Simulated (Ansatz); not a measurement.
**CH₅BOZn: one species, many methods**

Aim: compute CH₅BOZn with functionals from several rungs and with coupled cluster. The yardstick is the atomisation energy at the CCSD(T) limit.

Program: Ansatz 0.2.0, Gaussian basis. Level of theory: functionals in def2-TZVPP, the program's frozen cores in correlated methods. These are calculated values, not measurements.

The runs, in order: LDA (SPW92), PBE-D4, revPBE-D4, BLYP-D4, r2SCAN-D4, B97M-V, PBE0-D4, B3LYP-D4, r2SCANh-D4, r2SCAN0-D4, HSE06-D4, BHLYP-D4, CAM-B3LYP-D4, LC-ωPBE, ωB97X-V, ωB97M-V, B2PLYP, PBE-QIDH; CCSD(T)/def2-SVP; CCSD(T)/def2-TZVPP; MP2/def2-QZVPP; extrapolation to the limit; RPA on PBE.

**1. The relaxed structure**

The geometry comes from an earlier relaxation with PBE0-D4 in a triple-zeta def2 set; it is a stationary point, not always the lowest conformer.

SMILES `CO[BH][ZnH]`, 9 atoms, charge 0, spin multiplicity 1.

Atoms are counted from 1 here; the program's logs count them from 0.

Bond lengths: C1–O2 1.417 Å, C1–H5 1.092 Å, C1–H6 1.092 Å, C1–H7 1.094 Å, O2–B3 1.347 Å, B3–Zn4 2.090 Å, B3–H8 1.214 Å, Zn4–H9 1.562 Å. Angles: O2–C1–H5 108.9°, O2–C1–H6 108.8°, O2–C1–H7 110.9°, H5–C1–H6 108.7°, H5–C1–H7 109.7°, H6–C1–H7 109.7°, C1–O2–B3 122.5°, O2–B3–Zn4 118.1°, O2–B3–H8 116.6°, Zn4–B3–H8 125.3°, B3–Zn4–H9 179.6°.

**2. LDA**

This LDA is Slater exchange with PW92 correlation.

in.yaml reads:

```yaml
crystal:
  periodic: [false, false, false]
  atoms:
    - {symbol: C, position_ang: [-1.014387, 0.878492, 0.968477]}
    - {symbol: O, position_ang: [0.168293, 0.470778, 0.303961]}
    - {symbol: B, position_ang: [0.207153, -0.599052, -0.514187]}
    - {symbol: Zn, position_ang: [2.027539, -1.076884, -1.423765]}
    - {symbol: H, position_ang: [-0.839176, 0.856562, 2.045966]}
    - {symbol: H, position_ang: [-1.249912, 1.902780, 0.672688]}
    - {symbol: H, position_ang: [-1.850415, 0.219760, 0.716881]}
    - {symbol: H, position_ang: [-0.832041, -1.209009, -0.660739]}
    - {symbol: H, position_ang: [3.382944, -1.443417, -2.109282]}
basis:
  gaussian: {orbitals: def2-TZVPP}
hamiltonian: {xc: lda}
output: {orbitals: {seedname: orbitals}}
```

Further steps of the session: PBE-D4 (GGA); revPBE-D4 (GGA); BLYP-D4 (GGA); r2SCAN-D4 (meta-GGA); B97M-V (meta-GGA); PBE0-D4 (hybrid); B3LYP-D4 (hybrid); r2SCANh-D4 (hybrid); r2SCAN0-D4 (hybrid); HSE06-D4 (hybrid); BHLYP-D4 (hybrid); CAM-B3LYP-D4 (range-separated); LC-ωPBE (range-separated); ωB97X-V (range-separated); ωB97M-V (range-separated); B2PLYP (double hybrid); PBE-QIDH (double hybrid); CCSD(T) in def2-SVP; CCSD(T) in def2-TZVPP; MP2 in def2-QZVPP; RPA on PBE orbitals.

Before running them: what should the planned runs give, taken together? Wanted: atomisation energy, CCSD(T)/CBS; farthest beyond LDA; mean size of error, GGA; mean size of error, meta-GGA; mean size of error, hybrid; mean size of error, range-separated; mean size of error, double hybrid; gap, smallest and largest; T1 diagnostic.

As calculated:

| quantity | value |
| --- | --- |
| atomisation energy, CCSD(T)/CBS | 2935.1 kJ/mol |
| functionals within 14.7 kJ/mol (0.5 %) | revPBE-D4, BLYP-D4, B3LYP-D4, r2SCAN0-D4, PBE-QIDH |
| farthest beyond LDA | BHLYP-D4 (-71.9 kJ/mol) |
| mean size of error, GGA | 25.9 kJ/mol |
| mean size of error, meta-GGA | 28.8 kJ/mol |
| mean size of error, hybrid | 23.9 kJ/mol |
| mean size of error, range-separated | 32.8 kJ/mol |
| mean size of error, double hybrid | 9.0 kJ/mol |
| gap, smallest and largest | 3.15 eV (LDA (SPW92)), 9.89 eV (LC-ωPBE) |
| T1 diagnostic | 0.0156 |
| triples share of the correlation energy | 3.4 % |

**Reading.** LDA overbinds by 451.6 kJ/mol (15 %). PBE-D4 is off by +65.9 kJ/mol. Double hybrids carry the basis error of their MP2 part in triple zeta, and no dispersion term here, so their miss is partly the set-up's. Taken by rung, double hybrid functionals do best (9.0 kJ/mol on average) and range-separated ones worst beyond LDA (32.8 kJ/mol). Misses under about 14.7 kJ/mol are within the doubt on the reference itself, which lacks core-valence correlation, relativity and higher excitations. Hartree-Fock recovers 74 % of the binding; the rest is correlation. CCSD(T) in def2-SVP is off by -126.8 kJ/mol, more than most functionals: a good method in a small basis is no reference. Orbital gaps span 3.1 to 9.9 eV; exact exchange widens them. For Zn the d shell is correlated and the shells below it are frozen.
